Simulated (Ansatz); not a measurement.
# Rb2Mn: the cost of one run

Program: Ansatz 0.2.0. Level of theory: DFT PBE, scalar-relativistic, plane waves, PAW. These are calculated values, not measurements.

## (1) Starting point

Symmetry: Fm-3m, No. 225, cubic system. The conventional cell has a = 7.195 Å, b = 7.195 Å, c = 7.195 Å, α = 90.00°, β = 90.00°, γ = 90.00°. Rb (site symmetry -43m) is surrounded by 4 Mn at 3.12 Å. Mn (site symmetry m-3m) has 8 Rb at 3.12 Å as nearest neighbours.

As a file:

```cif
data_structure
_symmetry_space_group_name_H-M 'Fm-3m'
_symmetry_Int_Tables_number 225
_cell_length_a 7.1946
_cell_length_b 7.1946
_cell_length_c 7.1946
_cell_angle_alpha 90.000
_cell_angle_beta 90.000
_cell_angle_gamma 90.000
_cell_volume 372.41
loop_
_atom_site_label
_atom_site_type_symbol
_atom_site_symmetry_multiplicity
_atom_site_Wyckoff_symbol
_atom_site_fract_x
_atom_site_fract_y
_atom_site_fract_z
_atom_site_occupancy
Rb1 Rb 8 c 0.25000 0.75000 0.75000 1
Mn1 Mn 4 a 0.00000 0.00000 0.00000 1
```

This is candidate A: fluorite type (Fm-3m, No. 225).

(A quick probe on a coarse mesh, which set the mesh and smearing, is not shown.)

## (3) Rough relaxation on the coarse mesh (candidate A)

input.yaml

```yaml
crystal:
  lattice:
    - [0.0, 3.5973109049, 3.5973109049]
    - [3.5973109049, 0.0, 3.5973109049]
    - [3.5973109049, 3.5973109049, 0.0]
  atoms:
    - { symbol: Rb, position: [0.25, 0.25, 0.25] }
    - { symbol: Rb, position: [0.75, 0.75, 0.75] }
    - { symbol: Mn, position: [0.0, 0.0, 0.0], spin: 4.21 }
basis:
  ecutwfc: 420
kpoints:
  mp_grid: { grid: [4, 4, 4] }
hamiltonian:
  xc: pbe
scf:
  occupations: { method: gaussian, width: 0.1 }
  lower_state_search: "off"
output:
  forces: true
  stress: true
  eigenvalues: true
  populations: true
magnetization:
  spin_polarized: true
relax:
  adjacent_minimum: "off"
  f_tol: 0.04
  max_steps: 70
  cell: { stress_tol: 0.4 }
```

Launch:

```bash
$ ansatz run input.yaml --threads 1 --pin off --max-ram 2560MiB --backend cpu --events-out ev --progress --plain --runs-dir out
```

Q: Estimate wall time and peak memory on 1 thread of Intel Xeon Platinum 8488C (Sapphire Rapids), shared host.

About 46 s, with a peak of 0.54 GiB.
